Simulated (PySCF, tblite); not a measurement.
**CH12GeOSi3, a small molecule taken as a stand-in for a surface group: NMR shifts, core binding energies and electronic excitations**

What NMR shifts, core binding energies and electronic excitations should one expect for `[CH3][Ge]([SiH3])([SiH3])[O][SiH3]`?

Programs: tblite 0.8.0 and PySCF 2.14.0. All values are calculated, for the isolated system unless a continuum is named. Atoms count from 0, parts from 1.

## Step 1: The system as given

18 atoms, charge 0, multiplicity 1; geometry: distance geometry start.

## Step 2: Geometry optimisation with GFN2-xTB

What the job is given:

```
{"job": {"kind": "relax", "xc": "GFN2-xTB", "basis": "xTB"}, "charge": 0, "multiplicity": 1}
Ge     0.183903    -0.745508    -0.537985
Si     1.903040    -2.116286    -1.313480
Si    -0.992211     0.066712    -2.309815
O      0.939961     0.662885     0.427521
Si     0.674857     0.982255     2.151225
C     -0.952006    -1.748725     0.620444
H      2.046067    -1.946242    -2.717907
H      1.585642    -3.461682    -1.009867
H      3.145046    -1.767176    -0.687577
H     -0.130661     0.408855    -3.367210
H     -1.733457     1.199961    -1.927859
H     -1.922129    -0.936590    -2.778493
H     -0.579930     1.649044     2.311605
H      0.656068    -0.248532     2.854215
H      1.707760     1.826066     2.627693
H     -1.689147    -1.142926     1.007789
H     -0.408508    -2.162636     1.403579
H     -1.405189    -2.532836     0.107780
```

With the program's defaults for keys left out, this is: GFN2-xTB geometry optimisation, gas phase.

The run is started by

```sh
$ OMP_NUM_THREADS=1 python cluster_run.py task.json out
```

One launch serves the whole session: the jobs run in the order shown.

The log of the run:

```text
step      E/eV     max force
  0    -530.52643    3.253
  1    -530.99080    1.708
  2    -531.15506    1.441
  3    -531.19662    0.514
  4    -531.25272    0.523
  5    -531.28391    0.573
  6    -531.31392    0.468
  7    -531.33917    0.331
  8    -531.35698    0.373
  9    -531.37346    0.468
 10    -531.38904    0.369
 11    -531.40351    0.302
 12    -531.41422    0.209
 13    -531.42147    0.203
 14    -531.42734    0.249
 15    -531.43230    0.253
 16    -531.43664    0.228
 17    -531.44150    0.229
 18    -531.44712    0.256
 19    -531.45223    0.234
 20    -531.45572    0.184
 21    -531.45817    0.141
 22    -531.46055    0.142
 23    -531.46373    0.227
 24    -531.46831    0.273
 25    -531.47433    0.237
 26    -531.48126    0.233
 27    -531.48867    0.249
 28    -531.49647    0.239
 29    -531.50377    0.242
 30    -531.50977    0.212
 31    -531.51408    0.163
 32    -531.51762    0.164
 33    -531.52196    0.154
 34    -531.52637    0.169
 35    -531.52955    0.140
 36    -531.53172    0.146
 37    -531.53397    0.138
 38    -531.53697    0.134
 39    -531.54065    0.166
 40    -531.54398    0.161
 41    -531.54606    0.101
 42    -531.54716    0.068
 43    -531.54792    0.067
 44    -531.54872    0.101
 45    -531.54976    0.133
 46    -531.55122    0.133
 47    -531.55281    0.101
 48    -531.55367    0.064
 49    -531.55427    0.056
 50    -531.55467    0.041
 51    -531.55498    0.039
 52    -531.55516    0.034
 53    -531.55529    0.026
 54    -531.55541    0.025
 55    -531.55556    0.030
 56    -531.55573    0.041
 57    -531.55589    0.039
 58    -531.55606    0.031
 59    -531.55622    0.027
 60    -531.55637    0.029
 61    -531.55653    0.036
 62    -531.55674    0.040
 63    -531.55709    0.052
 64    -531.55761    0.065
 65    -531.55819    0.054
 66    -531.55860    0.041
 67    -531.55883    0.032
 68    -531.55899    0.032
 69    -531.55919    0.034
 70    -531.55941    0.029
 71    -531.55960    0.031
 72    -531.55974    0.024
 73    -531.55986    0.028
 74    -531.55999    0.037
 75    -531.56011    0.031
 76    -531.56020    0.024
 77    -531.56028    0.028
 78    -531.56035    0.029
 79    -531.56042    0.028
 80    -531.56048    0.017
 81    -531.56050    0.013
 82    -531.56053    0.014
 83    -531.56055    0.015
 84    -531.56058    0.014
 85    -531.56061    0.010
 86    -531.56063    0.012
 87    -531.56066    0.012
 88    -531.56068    0.012
 89    -531.56071    0.014
 90    -531.56073    0.013
 91    -531.56075    0.015
 92    -531.56078    0.019
 93    -531.56081    0.015
 94    -531.56084    0.017
 95    -531.56086    0.018
 96    -531.56089    0.016
 97    -531.56091    0.018
 98    -531.56093    0.013
 99    -531.56095    0.009
100    -531.56097    0.013
101    -531.56100    0.016
102    -531.56104    0.023
103    -531.56109    0.026
104    -531.56114    0.022
105    -531.56119    0.017
106    -531.56124    0.019
107    -531.56131    0.026
108    -531.56137    0.028
109    -531.56143    0.022
110    -531.56149    0.024
111    -531.56157    0.029
112    -531.56167    0.027
113    -531.56178    0.031
114    -531.56188    0.027
115    -531.56199    0.032
116    -531.56217    0.038
117    -531.56241    0.041
118    -531.56266    0.041
119    -531.56284    0.033
120    -531.56295    0.027
121    -531.56304    0.031
122    -531.56313    0.039
123    -531.56324    0.025
124    -531.56337    0.021
125    -531.56341    0.022
126    -531.56350    0.022
127    -531.56355    0.019
128    -531.56359    0.015
129    -531.56362    0.014
130    -531.56365    0.014
131    -531.56368    0.014
132    -531.56371    0.019
133    -531.56376    0.022
134    -531.56381    0.024
135    -531.56388    0.024
136    -531.56395    0.030
137    -531.56404    0.034
138    -531.56418    0.042
139    -531.56435    0.046
140    -531.56451    0.035
141    -531.56462    0.021
142    -531.56470    0.019
143    -531.56480    0.024
144    -531.56488    0.029
145    -531.56494    0.051
146    -531.56504    0.022
147    -531.56509    0.015
148    -531.56513    0.014
149    -531.56516    0.018
150    -531.56518    0.017
151    -531.56520    0.012
152    -531.56522    0.010
153    -531.56525    0.013
154    -531.56527    0.014
155    -531.56529    0.016
156    -531.56530    0.014
157    -531.56533    0.012
158    -531.56535    0.014
159    -531.56538    0.015
160    -531.56541    0.012
161    -531.56543    0.010
162    -531.56544    0.009
163    -531.56546    0.013
164    -531.56549    0.018
165    -531.56553    0.020
166    -531.56557    0.020
167    -531.56560    0.015
168    -531.56562    0.011
169    -531.56563    0.015
170    -531.56565    0.016
171    -531.56568    0.013
172    -531.56571    0.012
173    -531.56573    0.014
174    -531.56576    0.022
175    -531.56580    0.027
176    -531.56586    0.026
177    -531.56594    0.019
178    -531.56600    0.016
179    -531.56604    0.013
180    -531.56606    0.012
181    -531.56609    0.014
182    -531.56612    0.015
183    -531.56616    0.014
184    -531.56620    0.019
185    -531.56625    0.019
186    -531.56629    0.021
187    -531.56634    0.021
188    -531.56639    0.022
189    -531.56645    0.028
190    -531.56651    0.028
191    -531.56658    0.023
192    -531.56663    0.020
193    -531.56666    0.014
194    -531.56670    0.013
195    -531.56673    0.015
196    -531.56676    0.013
197    -531.56679    0.011
198    -531.56681    0.012
199    -531.56683    0.013
200    -531.56686    0.015
201    -531.56686    0.015
202    -531.56773    0.019
203    -531.56655    0.145
204    -531.56841    0.010
205    -531.56881    0.011
206    -531.56929    0.089
207    -531.56955    0.070
208    -531.56918    0.090
209    -531.57041    0.029
210    -531.57017    0.110
211    -531.57107    0.027
212    -531.57149    0.032
213    -531.57228    0.061
214    -531.57282    0.139
215    -531.57345    0.079
216    -531.57283    0.100
217    -531.57401    0.121
218    -531.57025    0.185
219    -531.57458    0.060
220    -531.57454    0.082
221    -531.57532    0.075
222    -531.57529    0.062
223    -531.57581    0.023
224    -531.57596    0.086
225    -531.57626    0.056
226    -531.57643    0.064
227    -531.57653    0.065
228    -531.57703    0.050
229    -531.57710    0.042
230    -531.57724    0.022
231    -531.57733    0.021
232    -531.57739    0.024
233    -531.57745    0.020
234    -531.57747    0.026
235    -531.57748    0.032
236    -531.57748    0.033
237    -531.57751    0.014
238    -531.57751    0.021
239    -531.57753    0.012
240    -531.57753    0.014
241    -531.57754    0.004
```

It took 12 s on 1 thread of AMD EPYC 7R43, shared host.

Step by step:

```
step  energy from step 0 (eV)  largest force (eV/Å)
   0                   0.0000                3.2523
  10                  -0.8626                0.3684
  20                  -0.9293                0.1837
  30                  -0.9833                0.2122
  40                  -1.0176                0.1611
  50                  -1.0282                0.0413
  60                  -1.0299                0.0294
  70                  -1.0330                0.0292
  80                  -1.0340                0.0167
  90                  -1.0343                0.0135
 100                  -1.0345                0.0131
 110                  -1.0351                0.0234
 120                  -1.0365                0.0276
 130                  -1.0372                0.0143
 140                  -1.0381                0.0352
 150                  -1.0388                0.0175
 160                  -1.0390                0.0127
 170                  -1.0392                0.0164
 180                  -1.0396                0.0120
 190                  -1.0401                0.0278
 200                  -1.0404                0.0152
 210                  -1.0437                0.1098
 220                  -1.0481                0.0821
 230                  -1.0508                0.0220
 240                  -1.0511                0.0139
 241                  -1.0511                0.0046
```

Close pairs (by a distance rule), those that changed most:

```
   bond  before (Å)  after (Å)  change (Å)
 O3–Si4       1.773      1.605      -0.168
Ge0–Si2       2.276      2.380      +0.104
 Ge0–C5       1.908      2.005      +0.098
Si2–H10       1.407      1.466      +0.059
 Si2–H9       1.406      1.465      +0.059
 C5–H15       1.030      1.088      +0.059
 Si1–H7       1.415      1.470      +0.055
 Ge0–O3       1.867      1.816      -0.051
```

## Step 3: Relaxing the molecule at PBE0-D3(BJ)/def2-SVP

What the job is given:

```
{"job": {"xc": "PBE0", "basis": "def2-SVP", "d3": "d3bj", "grid": 2, "kind": "geom", "shake": 0.01}, "charge": 0, "multiplicity": 1}
Ge    -0.022976    -0.511430    -0.327381
Si     1.896056    -1.566742    -1.168598
Si    -1.890110     0.478847    -1.521110
O      0.838498     0.963257     0.361883
Si     0.621099     2.263630     1.265899
C     -0.732822    -1.405010     1.308655
H      2.607811    -0.730278    -2.149301
H      1.553984    -2.814182    -1.840317
H      2.839092    -1.887540    -0.071099
H     -1.423358     1.418142    -2.533506
H     -2.801569     1.179483    -0.605180
H     -2.621430    -0.583861    -2.172623
H     -0.520692     3.092505     0.763193
H      0.329495     1.888596     2.671548
H      1.898828     2.952902     1.146375
H     -1.452250    -0.772686     1.841630
H      0.086471    -1.617987     1.997296
H     -1.224901    -2.342005     1.058550
```

The log of the run:

```text
step   0  E = -3064.69889767  max force = 0.041382
step   1  E = -3064.70951637  max force = 0.008034
step   2  E = -3064.71027719  max force = 0.004247
step   3  E = -3064.71072517  max force = 0.003650
step   4  E = -3064.71124212  max force = 0.003490
step   5  E = -3064.71136460  max force = 0.001439
step   6  E = -3064.71142715  max force = 0.000675
step   7  E = -3064.71144247  max force = 0.000606
step   8  E = -3064.71146388  max force = 0.000525
step   9  E = -3064.71147908  max force = 0.000624
step  10  E = -3064.71150431  max force = 0.000880
step  11  E = -3064.71151812  max force = 0.000952
step  12  E = -3064.71154749  max force = 0.000674
step  13  E = -3064.71156570  max force = 0.000411
step  14  E = -3064.71158880  max force = 0.000546
step  15  E = -3064.71159721  max force = 0.000568
step  16  E = -3064.71161780  max force = 0.000442
step  17  E = -3064.71163178  max force = 0.000311
optimisation converged
```

Wall time 7.3 min (1 thread of AMD EPYC 7R43, shared host); peak memory 0.99 GiB.

Along the way:

```
step  energy from step 0 (eV)  largest force component (eV/Å)
   0                   0.0000                          2.1279
   1                  -0.2889                          0.4131
   2                  -0.3097                          0.2184
   3                  -0.3218                          0.1877
   4                  -0.3359                          0.1795
   5                  -0.3392                          0.0740
   6                  -0.3409                          0.0347
   7                  -0.3414                          0.0312
   8                  -0.3419                          0.0270
   9                  -0.3424                          0.0321
  10                  -0.3430                          0.0453
  11                  -0.3434                          0.0490
  12                  -0.3442                          0.0347
  13                  -0.3447                          0.0211
  14                  -0.3453                          0.0281
  15                  -0.3456                          0.0292
  16                  -0.3461                          0.0227
  17                  -0.3465                          0.0160
```

Distances of close pairs at the start and the end, largest changes first:

```
   bond  before (Å)  after (Å)  change (Å)
 O3–Si4       1.599      1.654      +0.055
Si2–H11       1.445      1.497      +0.052
 Ge0–C5       1.995      1.954      -0.040
Ge0–Si1       2.346      2.386      +0.040
 Si1–H7       1.458      1.497      +0.039
 Ge0–O3       1.842      1.802      -0.039
 Si2–H9       1.458      1.494      +0.036
Si4–H14       1.457      1.491      +0.034
```

The next job starts from the end point, and lists it.

```
                         at the end point                value
  point group (found at 0.08 Å tolerance)                   C1
rotational constants (GHz, main isotopes)  1.388, 0.916, 0.762
                        dipole moment (D)                 1.43
```

## Step 4: Nuclear shieldings: PBE0/pcSseg-1

What the job is given:

```
{"job": {"kind": "nmr", "xc": "PBE0", "basis": "pcSseg-1"}, "charge": 0, "multiplicity": 1}
Ge     0.097908    -0.445864    -0.049276
Si     1.792532    -1.584353    -1.283487
Si    -1.668765     0.414409    -1.423424
O      0.955727     0.945349     0.710357
Si     0.471092     2.439502     1.227520
C     -0.623300    -1.527971     1.409647
H      2.353116    -0.689765    -2.340302
H      1.193763    -2.788218    -1.941621
H      2.889416    -2.028647    -0.370747
H     -1.138813     1.356537    -2.454514
H     -2.682698     1.122914    -0.581844
H     -2.337628    -0.731883    -2.115608
H     -0.271398     3.162592     0.143492
H     -0.440046     2.341958     2.413084
H      1.676929     3.230146     1.606709
H     -1.351638    -0.943390     1.990315
H      0.190362    -1.846642     2.077085
H     -1.125516    -2.421383     1.009264
```

Method: GIAO PBE0/pcSseg-1 NMR shielding, non-relativistic, gas phase.

The log of the run:

```text
coarse grid: 66680 points
cycle   1  E = -3064.8898179952  dE = -7.013e-01  |g| = 1.181e+00  |ddm| = 3.834e+00
cycle   2  E = -3064.4670330436  dE =  4.228e-01  |g| = 1.845e+00  |ddm| = 2.099e+00
cycle   3  E = -3065.0345489059  dE = -5.675e-01  |g| = 3.563e-01  |ddm| = 1.742e+00
cycle   4  E = -3065.0568289730  dE = -2.228e-02  |g| = 8.815e-02  |ddm| = 3.082e-01
cycle   5  E = -3065.0578156341  dE = -9.867e-04  |g| = 1.572e-02  |ddm| = 7.528e-02
cycle   6  E = -3065.0578761522  dE = -6.052e-05  |g| = 4.171e-03  |ddm| = 2.137e-02
cycle   7  E = -3065.0578802543  dE = -4.102e-06  |g| = 1.061e-03  |ddm| = 4.735e-03
final grid: 135696 points
cycle   8  E = -3065.0578802764  dE =  6.157e-08  |g| = 1.299e-03  |ddm| = 2.945e-03
cycle   9  E = -3065.0578800033  dE =  2.730e-07  |g| = 1.690e-03  |ddm| = 2.631e-03
cycle  10  E = -3065.0578806545  dE = -6.511e-07  |g| = 1.197e-04  |ddm| = 1.519e-03
cycle  11  E = -3065.0578806571  dE = -2.626e-09  |g| = 3.140e-05  |ddm| = 1.102e-04
cycle  12  E = -3065.0578806573  dE = -1.660e-10  |g| = 3.785e-06  |ddm| = 2.434e-05
converged SCF energy = -3065.0578806573

GIAO shielding tensors (ppm)
atom      isotropic    diamagn.    paramagn.     s11        s22        s33       span
  0 Ge    1277.295    2760.821   -1483.526   1132.051   1176.063   1523.772    391.721
  1 Si     449.874     880.060    -430.186    435.879    446.903    466.839     30.959
  2 Si     453.167     881.426    -428.259    437.088    456.318    466.096     29.009
  3 O      332.632     404.530     -71.898    247.693    356.663    393.541    145.848
  4 Si     388.108     880.067    -491.959    336.257    350.463    477.603    141.345
  5 C      180.283     254.318     -74.035    164.285    187.504    189.061     24.776
  6 H       27.572      28.294      -0.722     23.869     25.712     33.135      9.266
  7 H       27.800      28.301      -0.501     24.227     25.635     33.537      9.310
  8 H       27.488      28.085      -0.598     23.789     25.418     33.255      9.466
  9 H       27.389      29.419      -2.030     24.085     25.191     32.892      8.808
 10 H       27.374      29.681      -2.308     23.963     25.419     32.738      8.775
 11 H       27.793      29.190      -1.397     24.320     25.584     33.476      9.156
 12 H       26.353      30.117      -3.763     22.390     25.589     31.081      8.690
 13 H       26.346      29.917      -3.571     22.667     24.637     31.733      9.066
 14 H       26.341      28.800      -2.459     22.807     24.046     32.169      9.362
 15 H       30.196      31.907      -1.711     25.258     28.109     37.222     11.964
 16 H       30.313      30.808      -0.494     25.633     27.594     37.713     12.080
 17 H       31.112      30.907       0.205     26.516     27.856     38.964     12.449
```

It took 44 s on 1 thread of AMD EPYC 7R43, shared host; peak memory 1.1 GiB.

The references, computed at this level on geometries of the same kind, shield at (ppm): $^{1}$H TMS 31.27, $^{13}$C TMS 184.4, $^{29}$Si TMS 352.0, $^{17}$O H2O 334.6, $^{73}$Ge GeMe4 1330. Their shielding less the atom's gives the shift. The references are single molecules in the gas phase, so shifts against H2O, NH3, PH3, H3PO4 or CFCl3 are not on the usual liquid scales and can be off by tens of ppm.

```
atoms                         environment  σ (ppm)  δ (ppm)
   C5            carbon bonded to Ge, 3 H    180.3      4.1
  H14   hydrogen on a silicon bonded to O    26.34     4.93
  H13   hydrogen on a silicon bonded to O    26.35     4.92
  H12   hydrogen on a silicon bonded to O    26.35     4.91
  H10  hydrogen on a silicon bonded to Ge    27.37     3.89
   H9  hydrogen on a silicon bonded to Ge    27.39     3.88
   H8  hydrogen on a silicon bonded to Ge    27.49     3.78
   H6  hydrogen on a silicon bonded to Ge    27.57     3.70
  H11  hydrogen on a silicon bonded to Ge    27.79     3.47
   H7  hydrogen on a silicon bonded to Ge    27.80     3.47
  H15   hydrogen on a carbon bonded to Ge    30.20     1.07
  H16   hydrogen on a carbon bonded to Ge    30.31     0.95
  H17   hydrogen on a carbon bonded to Ge    31.11     0.16
  Ge0      germanium bonded to C, O, 2 Si     1277       53
  Si4            silicon bonded to O, 3 H    388.1    -36.1
  Si1           silicon bonded to Ge, 3 H    449.9    -97.9
  Si2           silicon bonded to Ge, 3 H    453.2   -101.2
   O3             oxygen bonded to Ge, Si    332.6      1.9
```

The run also stored atomic charges by several schemes (e):

```
atoms  Mulliken    IAO  Hirshfeld  ESP fit
  Ge0      0.22   0.65       0.31     0.50
  Si1      0.39   0.28       0.21     0.10
  Si2      0.33   0.25       0.20     0.13
   O3     -0.84  -0.84      -0.34    -0.49
  Si4      0.70   0.84       0.36     0.55
   C5     -0.54  -0.67      -0.20    -0.60
```

Mayer bond orders: Ge0–Si1 0.89, Ge0–Si2 0.89, Ge0–O3 0.70, O3–Si4 0.98, Ge0–C5 1.00.

[end of part 1 of 2]
